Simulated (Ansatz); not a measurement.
Ca3Pb, space group Pm-3m, a comparison of functionals at one structure

Run with Ansatz's Python interface.

Contents of `POSCAR_ca3pb`:
```text
Ca3Pb
1.0
   5.04985756    0.00000000    0.00000000
   0.00000000    5.04985756    0.00000000
   0.00000000    0.00000000    5.04985756
Ca Pb
3 1
Direct
   0.00000000    0.50000000    0.50000000
   0.50000000    0.50000000    0.00000000
   0.50000000    0.00000000    0.50000000
   0.00000000    0.00000000    0.00000000
```

`ca3pb_xc.py`:
```python
# -*- coding: utf-8 -*-
"""One structure of Ca3Pb under several functionals."""

import ansatz as az
from ase.io import read

atoms = read("POSCAR_ca3pb", format="vasp")
xtal = az.Crystal.from_ase(atoms)

calculation = (
    xtal.calculation()
    .basis(35 * az.Ry, xc_grid=2)
    .kpoints(4, center="gamma")
    .occupations(az.OccupationsMethod.COLD, width=0.05)
    .scf(extra_bands=2, lower_state_search="off")
    .forces()
    .stress()
)

rows = []
for value in ["lda", "blyp", "pbesol"]:
    summary = calculation.functional(value).run(threads=1, backend="cpu").report
    rows.append((value, summary["free_energy_ev"] / len(summary["lattice"]["sites"]), summary["n_iterations"], sum(summary["stress_gpa"][i][i] for i in range(3)) / 3, max(abs(f) for row in summary["forces_ev_ang"] for f in row), summary["n_kpoints"]))

print("  functional   F/atom (eV)    iterations       P (GPa)  max component (eV/A)      k-points")
for row in rows:
    print(f"{str(row[0]):>12s}  {row[1]:12.5f}  {row[2]:12d}  {row[3]:12.3f}  {row[4]:20.4f}  {row[5]:12d}")
```

```console
$ python ca3pb_xc.py
  functional   F/atom (eV)    iterations       P (GPa)  max component (eV/A)      k-points
         lda   -4230.48327             6        -2.627                0.0000            10
        blyp   -4351.04920             7         0.923                0.0000            10
      pbesol   -4284.43873             6        -1.028                0.0000            10
```

From lowest to highest: LDA (-2.6 GPa), PBEsol (-1.0 GPa) and BLYP (0.9 GPa). At a fixed cell a lower pressure usually means a smaller equilibrium volume, so LDA prefers the smallest cell and BLYP the largest.

Caveats:
- BLYP can be off by several per cent in the lattices of metals, and by several GPa in the pressure at a fixed cell.
- The mesh is modest for a metal, so energies can be off by several to tens of meV an atom and pressures by half a GPa or more; differences at equal mesh fare better.
- Forces vanish by symmetry here and test nothing.
- Pressure is positive in compression.
- Spin-orbit coupling, which matters for elements this heavy, is left out.
- This cell is a computed structure, which may not be the phase found in nature.
- Total energies of different functionals can't be compared; pressures, moments and gaps at this one structure can.
- Timing: 9.5 s on 1 thread of Arm Neoverse V1, with other jobs on the host, peak memory 0.49 GiB.
